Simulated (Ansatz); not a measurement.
# HfN₂+ (doublet): wave-function methods side by side, def2-TZVPP

The task here is to estimate one member of a computed series from the others.

The runs use Ansatz 0.2.0, Gaussian basis; def2-TZVPP, core rule «outside noble gas», up to 6 orbitals frozen.

The runs, in order: UHF; CCSD(T) on ROHF; CCSD(T) on UHF; CCSDT(Q) on ROHF; CCSDT(Q) on UHF.

11 further runs of the same task are left out: 5 for a known fault of the program, 6 set aside as unsound or not needed.

## The system

The geometry is a PBE0/def2-TZVP stationary point (not a proven minimum) of the parent state, kept for this charge and spin. No spin-orbit coupling is included. Elements past krypton take def2 core potentials.

3 atoms, charge 1, spin multiplicity 2.

Atoms are counted from 1 here; the program's logs count them from 0.

Bond lengths: Hf1–N2 2.013 Å, N2–N3 1.138 Å. Angles: Hf1–N2–N3 180.0°.

Set-up of the first run:

Contents of in.yaml:

```yaml
crystal:
  periodic: [false, false, false]
  atoms:
    - {symbol: Hf, position_ang: [0.000000, 0.000000, 1.721150]}
    - {symbol: N, position_ang: [0.000000, 0.000000, -0.291439]}
    - {symbol: N, position_ang: [0.000000, 0.000000, -1.429711]}
basis:
  gaussian: {orbitals: def2-TZVPP}
total_charge: 1
magnetization: {spin_polarized: true, initial_magnetization: 1}
hamiltonian: {xc: hf}
output: {orbitals: {seedname: orbitals}}
```

The run is started by

```sh
$ ansatz run in.yaml --threads 1 --pin off --events-out ev --progress --plain --max-ram 2816MiB --backend cpu
```

Among the steps run: UHF; CCSD(T) on ROHF; CCSD(T) on UHF; CCSDT(Q) on ROHF; CCSDT(Q) on UHF.

One of the session's tables, all rows but one given; the rest of the session is left out.

```
   method  from RCCSDT(Q) (meV)
     ROHF              +12921.9
      UHF                     ?
     RMP2                +969.0
     UMP2               +1481.7
    RCCSD                +793.5
    UCCSD                +750.3
 RCCSD(T)                +105.3
 UCCSD(T)                +118.9
   RCCSDT                 +79.4
   UCCSDT                 +75.8
RCCSDT(Q)                     0
UCCSDT(Q)                  +3.0
```

Q: Estimate the row for UHF from the others.

**Answer.** from RCCSDT(Q) (meV): +12221.7. In the column «from RCCSDT(Q) (meV)» it lies between UMP2 (+1481.7) and ROHF (+12921.9).

Caveats from the session: The determinant is far from a pure spin state, so its energy mixes those of several spin states (harmless only where they are near-degenerate, as at dissociation). Restricted and unrestricted rows rest on different reference determinants; where their highest levels disagree by more than a few hundredths of an eV, they describe different states and don't form one ladder.
